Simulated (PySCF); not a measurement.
# Br4Pd ([PdBr4]2-): the cost of one run

Programs: PySCF 2.14.0, with routines of our own; each step states its level. All values are computed. Atoms count from 0.

### 1 The system as given

5 atoms, charge -2, states of the metal's open shell are computed; geometry from: model geometry, bond lengths from ionic radii.

### 2 Ligand-field states: state-averaged CASSCF in water

The job: settings as JSON, then the geometry in Å.

```
{"job": {"kind": "lf", "basis": {"metal": "x2c-TZVPall", "ligand": "x2c-SVPall"}, "nevpt": true, "solvent": "water"}, "charge": -2, "metal": "Pd", "open_shell": "d8"}
Pd     0.000000     0.000000     0.000000
Br     1.501111     1.501111     1.501111
Br    -1.501111    -1.501111     1.501111
Br    -1.501111     1.501111    -1.501111
Br     1.501111    -1.501111    -1.501111
```

With the program's defaults for keys left out, this is: state-averaged CASSCF of the metal d shell, SC-NEVPT2 on the averaged canonical orbitals, state-interaction spin-orbit coupling.

Command:

```
> OMP_NUM_THREADS=1 python lf_run.py task.json out
```

This one command runs all jobs of the session in turn.

Q: Estimate the wall time and peak memory of this first job on 1 thread of Intel Xeon Platinum 8488C, shared host.

About 35 s, with a peak of 0.61 GiB.
